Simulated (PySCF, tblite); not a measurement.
# C₄H₆GeN₂O: geometry, infrared bands and NMR shifts

Wanted: the infrared bands and NMR shifts of C₄H₆GeN₂O (`N#C/C=C/[N]([GeH3])C=O`), by calculation.

The runs use tblite 0.8.0 and PySCF 2.14.0, with density-fitted response routines of our own; the level of theory stands in each step. All values are computed, except where a source is named. Atoms are numbered from 0 throughout.

## 1. The starting structure

14 atoms, charge 0, multiplicity 1; geometry from: force field or distance geometry start.

Bonds of the start (Å): N0–C1 1.17, C1–C2 1.43, C2–C3 1.36, C3–N4 1.45, N4–Ge5 1.87, N4–C6 1.44, C6–O7 1.26, C2–H8 1.08, C3–H9 1.07, Ge5–H10 1.55, Ge5–H11 1.55, Ge5–H12 1.55, C6–H13 1.08.

## 2. Geometry optimisation with GFN2-xTB

What the job is given:

```
{"job": {"kind": "relax", "xc": "GFN2-xTB", "basis": "xTB"}, "charge": 0, "multiplicity": 1}
N      3.879000    -1.441200    -0.850100
C      2.810200    -1.153000    -0.475800
C      1.512500    -0.812500     0.013900
C      0.753600     0.084400    -0.663900
N     -0.570100     0.469000    -0.224500
Ge    -1.394100    -0.222300     1.306500
C     -1.317700     1.430500    -0.998000
O     -0.836800     1.946300    -2.037500
H      1.160500    -1.289200     0.915700
H      1.162100     0.516800    -1.552500
H     -1.523800    -1.761800     1.172800
H     -0.526300     0.113800     2.550600
H     -2.804100     0.399500     1.497000
H     -2.305700     1.719200    -0.676400
```

On the command line:

```sh
$ OMP_NUM_THREADS=1 python probes_run.py task.json out
```

This one command runs all jobs of the session in turn.

What it wrote:

```text
step      E/eV     max force
  0    -636.35864    4.621
  1    -636.44085    6.651
  2    -636.63588    3.516
  3    -636.67253    3.018
  4    -636.76832    0.790
  5    -636.81685    0.777
  6    -636.86444    0.997
  7    -636.88589    0.371
  8    -636.89495    0.226
  9    -636.90277    0.457
 10    -636.90752    0.307
 11    -636.91111    0.194
 12    -636.91412    0.179
 13    -636.91748    0.235
 14    -636.91943    0.140
 15    -636.92010    0.070
 16    -636.92037    0.042
 17    -636.92061    0.062
 18    -636.92084    0.049
 19    -636.92106    0.038
 20    -636.92126    0.047
 21    -636.92142    0.051
 22    -636.92154    0.033
 23    -636.92163    0.030
 24    -636.92169    0.021
 25    -636.92173    0.018
 26    -636.92176    0.018
 27    -636.92178    0.017
 28    -636.92181    0.019
 29    -636.92185    0.019
 30    -636.92189    0.019
 31    -636.92192    0.015
 32    -636.92196    0.018
 33    -636.92198    0.020
 34    -636.92202    0.019
 35    -636.92205    0.017
 36    -636.92207    0.017
 37    -636.92210    0.021
 38    -636.92212    0.015
 39    -636.92214    0.010
 40    -636.92216    0.011
 41    -636.92217    0.011
 42    -636.92218    0.009
```

Wall time 0.26 s (1 thread of Arm Neoverse V1, shared host).

The steps of the relaxation: (not every step is listed)

```
step  energy from step 0 (eV)  largest force (eV/Å)
   0                   0.0000                4.6209
   1                  -0.0822                6.6513
   2                  -0.2772                3.5164
   3                  -0.3139                3.0181
   4                  -0.4097                0.7896
   5                  -0.4582                0.7770
   6                  -0.5058                0.9973
   7                  -0.5272                0.3710
   8                  -0.5363                0.2258
  10                  -0.5489                0.3070
  12                  -0.5555                0.1793
  14                  -0.5608                0.1400
  16                  -0.5617                0.0417
  18                  -0.5622                0.0494
  20                  -0.5626                0.0467
  22                  -0.5629                0.0332
  24                  -0.5630                0.0208
  26                  -0.5631                0.0185
  28                  -0.5632                0.0188
  30                  -0.5632                0.0190
  32                  -0.5633                0.0180
  34                  -0.5634                0.0186
  36                  -0.5634                0.0175
  37                  -0.5635                0.0208
  38                  -0.5635                0.0154
  39                  -0.5635                0.0103
  40                  -0.5635                0.0107
  41                  -0.5635                0.0106
  42                  -0.5635                0.0085
```

Close pairs (by a distance rule), those that changed most:

```
   bond  before (Å)  after (Å)  change (Å)
  N4–C6       1.443      1.371      -0.072
  C3–N4       1.447      1.379      -0.067
Ge5–H12       1.553      1.489      -0.063
Ge5–H11       1.554      1.495      -0.058
  C6–O7       1.256      1.199      -0.057
Ge5–H10       1.551      1.495      -0.056
 C6–H13       1.078      1.108      +0.029
  C1–C2       1.428      1.403      -0.026
```

The final coordinates are the input of the step that follows.

## 3. Infrared spectrum with GFN2-xTB

What the job is given:

```
{"job": {"kind": "ir", "xc": "GFN2-xTB", "basis": "xTB"}, "charge": 0, "multiplicity": 1}
N      3.791464    -1.436783    -0.794737
C      2.741373    -1.135754    -0.442995
C      1.461039    -0.787591     0.011498
C      0.694377     0.097249    -0.637616
N     -0.569054     0.469338    -0.227742
Ge    -1.361915    -0.237614     1.309314
C     -1.233113     1.388560    -0.998177
O     -0.819674     1.902619    -1.998947
H      1.129859    -1.279318     0.921856
H      1.033346     0.583108    -1.545625
H     -1.458877    -1.716802     1.114466
H     -0.480650     0.118760     2.463389
H     -2.695826     0.421131     1.380402
H     -2.233027     1.612622    -0.577255
```

What it wrote:

```text
mode    cm-1     km/mol
  1      92.2      5.02
  2      92.9      3.48
  3     112.6      3.25
  4     173.5      0.95
  5     176.0      1.85
  6     203.0      0.21
  7     234.9      9.25
  8     341.3     20.61
  9     359.5     36.40
 10     428.0      6.85
 11     511.8      6.32
 12     537.9      5.03
 13     562.9    105.07
 14     584.5     61.78
 15     736.7      4.31
 16     739.8    194.98
 17     780.1     48.53
 18     813.3    115.89
 19     823.3    118.89
 20     915.9      7.96
 21     954.0     28.68
 22    1047.7     24.58
 23    1116.1     92.86
 24    1202.0    131.80
 25    1252.2     81.49
 26    1293.3    301.27
 27    1398.5     16.33
 28    1642.3    243.95
 29    1766.9    670.91
 30    1997.2     57.94
 31    2067.9    394.00
 32    2107.5    297.04
 33    2366.3    264.81
 34    2743.6    136.56
 35    2992.6     31.13
 36    3050.3     12.25
```

Wall time 0.44 s (1 thread of Arm Neoverse V1, shared host).

The strongest bands and the atoms that carry them (share of the mass-weighted mode):

```
cm⁻¹  km/mol                               atoms
 740   195.0        H12 39 %, H11 25 %, H10 25 %
1293   301.3  N4 42 %, H9 14 %, C2 14 %, C3 13 %
1642   243.9                    C3 51 %, C2 44 %
1767   670.9                    C6 60 %, O7 38 %
2068   394.0                  H10 49 %, H11 49 %
2108   297.0                            H12 81 %
2366   264.8                    C1 60 %, N0 39 %
2744   136.6                            H13 94 %
```

## 4. Nuclear shieldings: PBE0/pcSseg-1

The job, as its differences from that of step 3:

```diff
@@ -1,2 +1,2 @@
-{"job": {"kind": "ir", "xc": "GFN2-xTB", "basis": "xTB"}, "charge": 0, "multiplicity": 1}
+{"job": {"kind": "nmr", "xc": "PBE0", "basis": "pcSseg-1"}, "charge": 0, "multiplicity": 1}
 N      3.791464    -1.436783    -0.794737
```

With the program's defaults for keys left out, this is: GIAO PBE0/pcSseg-1 NMR shielding, non-relativistic, gas phase.

What it wrote:

```text
coarse grid: 58392 points
cycle   1  E = -2416.6243501142  dE =  7.442e-01  |g| = 1.217e+00  |ddm| = 3.733e+00
cycle   2  E = -2415.8299543042  dE =  7.944e-01  |g| = 2.273e+00  |ddm| = 2.906e+00
cycle   3  E = -2416.7929664829  dE = -9.630e-01  |g| = 4.596e-01  |ddm| = 2.427e+00
cycle   4  E = -2416.8279459501  dE = -3.498e-02  |g| = 1.170e-01  |ddm| = 3.653e-01
cycle   5  E = -2416.8295543076  dE = -1.608e-03  |g| = 4.459e-02  |ddm| = 9.484e-02
cycle   6  E = -2416.8299144060  dE = -3.601e-04  |g| = 1.502e-02  |ddm| = 4.037e-02
cycle   7  E = -2416.8299537343  dE = -3.933e-05  |g| = 6.791e-03  |ddm| = 1.392e-02
cycle   8  E = -2416.8299626291  dE = -8.895e-06  |g| = 1.491e-03  |ddm| = 5.175e-03
final grid: 123296 points
cycle   9  E = -2416.8299464392  dE =  1.253e-06  |g| = 2.892e-03  |ddm| = 4.153e-03
cycle  10  E = -2416.8299398350  dE =  6.604e-06  |g| = 6.246e-03  |ddm| = 6.803e-03
cycle  11  E = -2416.8299481722  dE = -8.337e-06  |g| = 5.906e-04  |ddm| = 4.688e-03
cycle  12  E = -2416.8299482474  dE = -7.515e-08  |g| = 6.955e-05  |ddm| = 4.845e-04
cycle  13  E = -2416.8299482483  dE = -9.504e-10  |g| = 1.505e-05  |ddm| = 6.286e-05
converged SCF energy = -2416.8299482483

GIAO shielding tensors (ppm)
atom      isotropic    diamagn.    paramagn.     s11        s22        s33       span
  0 N      -50.889     340.284    -391.173   -216.165   -174.822    238.321    454.486
  1 C       65.258     256.982    -191.724    -48.734    -47.750    292.259    340.993
  2 C      101.225     258.113    -156.888     23.616    120.227    159.833    136.217
  3 C       33.772     249.765    -215.993    -84.931     33.032    153.214    238.145
  4 N      103.466     337.904    -234.438    -24.118    164.174    170.342    194.460
  5 Ge    1483.791    2757.500   -1273.709   1403.425   1429.783   1618.165    214.740
  6 C       22.585     243.985    -221.400    -76.035     65.018     78.771    154.806
  7 O     -134.078     400.473    -534.551   -459.903   -272.845    330.514    790.417
  8 H       26.996      32.113      -5.117     21.507     26.970     32.512     11.004
  9 H       23.185      32.233      -9.048     19.352     22.394     27.809      8.457
 10 H       27.010      29.310      -2.300     20.516     22.485     38.029     17.512
 11 H       27.009      29.311      -2.302     20.515     22.486     38.026     17.511
 12 H       27.143      29.362      -2.219     20.582     22.640     38.206     17.625
 13 H       23.569      27.983      -4.414     17.916     25.561     27.229      9.313
```

Wall time 34 s (1 thread of Arm Neoverse V1, shared host); peak memory 0.98 GiB.

The references, computed at this level on geometries of the same kind, shield at (ppm): ¹H TMS 31.72, ¹³C TMS 186.9, ¹⁵N NH3 267.7, ¹⁷O H2O 336.1, ⁷³Ge GeMe4 1331. Their shielding less the atom's gives the shift. The references are single molecules in the gas phase, so shifts against H2O, NH3, PH3, H3PO4 or CFCl3 are not on the usual liquid scales and can be off by tens of ppm. Atoms listed in one row are averaged.

```
        atoms                                                  environment  σ (ppm)  δ (ppm)
           C6                                        amide carbonyl carbon     22.6    164.3
           C3                               alkene carbon bearing nitrogen     33.8    153.2
           C1                                               nitrile carbon     65.3    121.7
           C2                β carbon of an enol-ether or enamine type C=C    101.2     85.7
           H9                hydrogen on an alkene carbon bearing nitrogen    23.18     8.53
          H13                         hydrogen on an amide carbonyl carbon    23.57     8.15
           H8  hydrogen on a β carbon of an enol-ether or enamine type C=C    27.00     4.72
H10, H11, H12                          hydrogen on a germanium bonded to N    27.05     4.66
           N0                                             nitrile nitrogen    -50.9    318.6
           N4                                          amide-type nitrogen    103.5    164.3
          Ge5                                   germanium bonded to N, 3 H     1484     -153
           O7                                   amide-type carbonyl oxygen   -134.1    470.2
```

Charges from the same density, by scheme (e):

```
atoms  Mulliken    IAO  Hirshfeld  ESP fit
   N0     -0.25  -0.25      -0.23    -0.50
   C1      0.11   0.14       0.07     0.52
   C2     -0.28  -0.26      -0.07    -0.58
   C3      0.29   0.01       0.03     0.12
   N4     -0.86  -0.38      -0.12    -0.24
  Ge5      0.43   0.61       0.39     0.31
   C6      0.45   0.31       0.14     0.44
   O7     -0.39  -0.44      -0.25    -0.48
```

Mayer bond orders: N0–C1 3.01, C1–C2 1.10, C2–C3 1.72, C3–N4 0.99, N4–Ge5 0.66, N4–C6 1.08, C6–O7 1.95.

## 5. Summary of results

```
                                                              quantity                          value
                             strongest single infrared mode (GFN2-xTB)          1767 cm⁻¹, 671 km/mol
                                          zero-point energy (GFN2-xTB)                  54.6 kcal/mol
                                ¹³C shifts against TMS (PBE0/pcSseg-1)  164.3, 153.2, 121.7, 85.7 ppm
¹H shifts against TMS (PBE0/pcSseg-1, means over atoms taken as alike)     8.53, 8.15, 4.72, 4.66 ppm
                                ¹⁵N shifts against NH3 (PBE0/pcSseg-1)               318.6, 164.3 ppm
                             ⁷³Ge shifts against GeMe4 (PBE0/pcSseg-1)                       -153 ppm
                                ¹⁷O shifts against H2O (PBE0/pcSseg-1)                      470.2 ppm
```

**Reading.** The optimisation took 42 steps and gained 0.564 eV; among the close pairs (by a distance rule), N4–C6 changed most, from 1.443 to 1.371 Å. No mode is imaginary among the 36: a minimum at this level. The strongest single mode, at 1767 cm⁻¹, moves mainly C6 and O7. GFN2-xTB is a fitted tight-binding method: band positions and strengths are rough. Its intensities can rank the bands wrongly. C6 (amide carbonyl carbon) lies farthest downfield among carbon, at 164.3 ppm; it is a carbonyl in resonance with an O or N lone pair, the region of acids, esters and amides. At PBE0/pcSseg-1: The largest span, 790 ppm, is at O7, where the paramagnetic term is -535 ppm. Spin-orbit coupling is left out, which matters for shieldings and couplings at and beside the heavy atoms.
